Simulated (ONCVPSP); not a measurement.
# Pseudopotential generation for I: ONCV, LDA (Perdew-Wang 92)

Aim: build the potential from the settings below, then test how well it stands in for the atom: other configurations, scattering, ghost states and the plane-wave cutoff that it needs.

Program: ONCVPSP 4.0.1. Reference atom: LDA (Perdew-Wang 92), scalar-relativistic, spherical and spin-unpolarised. All values are calculated.

## 1. Settings

The settings as typed:

| Property | Result |
| --- | --- |
| element | iodine (I, Z = 53) |
| type | optimised norm-conserving Vanderbilt (ONCV) |
| frozen core | [Ar] 3d10 |
| valence charge | 25 |
| reference configuration | 4s2 4p6 4d10 5s1.75 5p5.25 |
| partial waves | 4s+5s: rc 1.15 bohr, ncon 4, nbas 7, qcut 8.8 1/bohr, 3 projectors, debl 1.4 Ha; 4p+5p: rc 1.20 bohr, ncon 4, nbas 8, qcut 12.3 1/bohr, 2 projectors; 4d: rc 0.85 bohr, ncon 4, nbas 8, qcut 11.1 1/bohr, local |
| local potential | the d channel |
| core correction | Teter function fitted to the true core (icmod 2), fcfact 0.55 |

The nodes and maxima of the atom's own shells, from an earlier all-electron run, set the scale for the radii.

All-electron outer shells of the reference configuration (LDA (PZ), scalar-relativistic, ld1.x):

```tsv
shell	level (eV)	outermost node (bohr)	outermost maximum (bohr)
3p	-859.27	0.13	0.28
3d	-606.58	–	0.23
4s	-180.50	0.37	0.68
4p	-127.68	0.37	0.72
4d	-50.66	0.35	0.78
5s	-17.84	0.88	1.70
5p	-7.38	0.96	2.02
```

## 2. Generating the potential

I.dat reads:

```
# ATOM AND REFERENCE CONFIGURATION
# atsym  z   nc   nv     iexc    psfile
  I 53.00    6    5  -001012      upf
#
#   n    l    f
    1    0    2.00
    2    0    2.00
    2    1    6.00
    3    0    2.00
    3    1    6.00
    3    2   10.00
    4    0    2.00
    4    1    6.00
    4    2   10.00
    5    0    1.75
    5    1    5.25
#
# PSEUDOPOTENTIAL AND OPTIMIZATION
# lmax
    2
#
#   l,   rc,      ep,       ncon, nbas, qcut
    0    1.15    0.00    4    7    8.80
    1    1.20    0.00    4    8   12.30
    2    0.85    0.00    4    8   11.10
#
# LOCAL POTENTIAL
# lloc, lpopt,  rc(5),   dvloc0
    2    5    0.85    0.00
#
# VANDERBILT-KLEINMAN-BYLANDER PROJECTORs
# l, nproj, debl
    0    3    1.40
    1    2    1.90
    2    0    2.40
#
# MODEL CORE CHARGE
# icmod, fcfact, rcfact
    2    0.55    0.70
#
# LOG DERIVATIVE ANALYSIS
# epsh1, epsh2, depsh
   -8.00    5.00    0.04
#
# OUTPUT GRID
# rlmax, drl
    6.00    0.01
#
# TEST CONFIGURATIONS
# ncnf
    4
# nvcnf
#   n    l    f
    5
    4    0    2.00
    4    1    6.00
    4    2   10.00
    5    0    2.00
    5    1    5.00
#
    5
    4    0    2.00
    4    1    6.00
    4    2   10.00
    5    0    2.00
    5    1    4.00
#
    5
    4    0    2.00
    4    1    6.00
    4    2   10.00
    5    0    2.00
    5    1    3.00
#
    5
    4    0    2.00
    4    1    6.00
    4    2   10.00
    5    0    1.00
    5    1    5.00
#
```

Command:

```bash
$ oncvpsp.x < I.dat > I.out
```

Q: Predict the outcome of this session. Wanted: cutoffs for 1 and 0.1 mHa per electron, occupied waves; bound ghosts; GHOST(+) flags; largest test error; largest phase difference near zero energy, channels read; rms error of d²Exc/dn², without and with the model core.

As calculated:

| quantity | value |
| --- | --- |
| cutoffs for 1 and 0.1 mHa per electron, occupied waves | 58 Ha and 120 Ha |
| bound ghosts | s at -5394.93 eV |
| GHOST(+) flags | s at 1133 eV |
| largest test error (AE − PS) | -6.7 meV, for 4s2 4p6 4d10 5s2 5p3 |
| largest phase difference near zero energy, channels read | 0.001 rad |
| rms error of d²Exc/dn², without and with the model core | 3.15 and 0.73 mHa |

In words: A bound ghost (s) makes it unfit for use: electrons can fall into a state that the atom doesn't have. Close by lies the frozen 2s level (-5092.0 eV). The worst unpolarised test, 4s2 4p6 4d10 5s2 5p3, is off by 6.7 meV on 28.7 eV; by total energies transferability rates as good. Atomic tests can pass in spite of a ghost, since they solve only for the levels asked. The potential is hard: the looser tolerance needs 58 Ha. At the looser tolerance the 4d wave is the slowest; 4p needs 47 Ha. Near zero energy the phases of the channels with partial waves agree within 0.001 rad. The program also flags highly localised states, GHOST(+) (s).
